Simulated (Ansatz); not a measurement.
# BFH2Se: vertical ionisation energy

One table from this session's results is given with a row withheld; the runs are named, their logs left out.

Program: Ansatz 0.2.0, Gaussian basis. Level of theory: unrestricted cation, the program's frozen cores in correlated methods. These are calculated values, not measurements.

Levels to be run: UKS PBE-D4/def2-TZVPP; UKS r2SCAN-D4/def2-TZVPP; UKS PBE0-D4/def2-TZVPP; UKS B3LYP-D4/def2-TZVPP; UKS wB97X-V/def2-TZVPP; UKS wB97M-V/def2-TZVPP; UKS B2PLYP/def2-TZVPP; UHF-CCSD(T)/def2-TZVPP; UHF-MP2/def2-QZVPP; extrapolation to the limit; then −ε(HOMO) from the neutral's earlier runs with LDA (SPW92), PBE-D4, revPBE-D4, BLYP-D4, r2SCAN-D4, B97M-V, PBE0-D4, B3LYP-D4, r2SCANh-D4, r2SCAN0-D4, HSE06-D4, BHLYP-D4, CAM-B3LYP-D4, LC-ωPBE, ωB97X-V, ωB97M-V.

## The geometry

An earlier PBE0-D4 in a triple-zeta def2 set relaxation fixed the geometry.

5 atoms, charge 0, spin multiplicity 1.

Atoms are counted from 1 here; the program's logs count them from 0.

Bond lengths: F1–B2 1.320 Å, B2–Se3 1.934 Å, B2–H4 1.193 Å, Se3–H5 1.467 Å. Angles: F1–B2–Se3 118.0°, F1–B2–H4 119.8°, Se3–B2–H4 122.2°, B2–Se3–H5 93.3°.

The first run:

in.yaml reads:

```yaml
crystal:
  periodic: [false, false, false]
  atoms:
    - {symbol: F, position_ang: [-0.285900, -1.627166, 0.824315]}
    - {symbol: B, position_ang: [-0.277503, -0.532157, 0.086991]}
    - {symbol: Se, position_ang: [1.102213, 0.780013, 0.426212]}
    - {symbol: H, position_ang: [-1.106882, -0.379256, -0.757477]}
    - {symbol: H, position_ang: [0.617971, 1.684965, -0.621442]}
basis:
  gaussian: {orbitals: def2-TZVPP}
total_charge: 1
magnetization: {spin_polarized: true, initial_magnetization: 1}
hamiltonian: {xc: pbe, dispersion: d4}
```

Among the steps run: Cation, UKS PBE-D4/def2-TZVPP; Cation, UKS r2SCAN-D4/def2-TZVPP; Cation, UKS PBE0-D4/def2-TZVPP; Cation, UKS B3LYP-D4/def2-TZVPP; Cation, UKS wB97X-V/def2-TZVPP; Cation, UKS wB97M-V/def2-TZVPP; Cation, UKS B2PLYP (frozen core)/def2-TZVPP; Cation, UHF-CCSD(T)/def2-TZVPP; Cation, UHF-MP2/def2-QZVPP.

One of the session's tables, all rows but one given; the rest of the session is left out.

It belongs to the step «Ionisation energies side by side». For comparison, −ε(HOMO) of the neutral from earlier runs:

```
  functional  −ε(HOMO) (eV)
 LDA (SPW92)           6.84
      PBE-D4           6.67
   revPBE-D4           6.61
     BLYP-D4           6.49
   r2SCAN-D4              ?
      B97M-V           6.96
     PBE0-D4           7.80
    B3LYP-D4           7.55
  r2SCANh-D4           7.36
  r2SCAN0-D4           7.98
    HSE06-D4           7.40
    BHLYP-D4           8.75
CAM-B3LYP-D4           9.06
     LC-ωPBE          10.41
     ωB97X-V          10.06
     ωB97M-V           9.93
```

**Question.** Estimate the row for r2SCAN-D4.

Worked estimate for «−ε(HOMO) (eV)». Against the share of exact exchange, r2SCANh-D4 (0.1, 7.36), r2SCAN0-D4 (0.25, 7.98) give a slope of 4.13 per unit share; at 0 the line stands at 6.95.

As computed: −ε(HOMO) (eV): 6.95. In «−ε(HOMO) (eV)» the line misses by 0.00.

To keep in mind: The cation may have settled in a state other than its lowest; no search over hole states beyond the program's own was made.
